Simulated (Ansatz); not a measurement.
# NbP: the cost of one run

Computed with Ansatz 0.2.0 (DFT PBE, scalar-relativistic, plane waves, PAW, unless a step's input says otherwise).

1 further run of the same task is left out (set aside as unsound or not needed).

## 1. The starting structure

It takes space group I4_1md (No. 109, tetragonal). The conventional cell has a = 3.347 Å, b = 3.347 Å, c = 11.428 Å, α = 90.00°, β = 90.00°, γ = 90.00°. Nb (site symmetry 2mm) is surrounded by 6 P at 2.54 to 2.55 Å. P (site symmetry 2mm) is surrounded by 6 Nb at 2.54 to 2.55 Å.

Structure file:

```
CELL_PARAMETERS angstrom
-1.67352 1.67352 5.71398
1.67352 -1.67352 5.71398
1.67352 1.67352 -5.71398
ATOMIC_POSITIONS crystal
Nb 0.75003 0.75003 0.00000
Nb 0.50003 0.00003 0.50000
P 0.33259 0.33259 0.00000
P 0.08259 0.58259 0.50000
```

It goes back to an entry of the Materials Project.

It is the result of an earlier relaxation at this level (volume 16.00 Å³/atom; gap on the mesh: none (metal)).

## 2. A stricter relaxation, with the smearing for a metal

The response runs start from a cell at rest, found with their own mesh and filling of the bands.

input.yaml reads:

```yaml
crystal:
  lattice:
    - [-1.6735233656, 1.6735233656, 5.7139826237]
    - [1.6735233656, -1.6735233656, 5.7139826237]
    - [1.6735233656, 1.6735233656, -5.7139826237]
  atoms:
    - { symbol: Nb, position: [0.7500346791, 0.7500346791, 0.0] }
    - { symbol: Nb, position: [0.5000346791, 1.0000346791, 0.5] }
    - { symbol: P, position: [0.3325938959, 0.3325938959, 0.0] }
    - { symbol: P, position: [0.0825938959, 0.5825938959, 0.5] }
basis:
  ecutwfc: 420
kpoints:
  mp_grid: { grid: [18, 18, 18] }
hamiltonian:
  xc: pbe
scf:
  occupations: { method: fermi_dirac, width: 0.15 }
output:
  forces: true
  stress: true
  eigenvalues: true
relax:
  adjacent_minimum: "off"
  f_tol: 0.001
  max_steps: 60
  cell: { stress_tol: 0.01 }
```

Command:

```bash
$ ansatz run input.yaml --threads 2 --pin off --max-ram 5120MiB --backend cpu --events-out ev --progress --plain --runs-dir out
```

**Question.** How long does this run take on 2 threads of Intel Xeon 6975P-C (Granite Rapids), shared host, and how much memory does it need?

About 72 s, with a peak of 0.95 GiB.
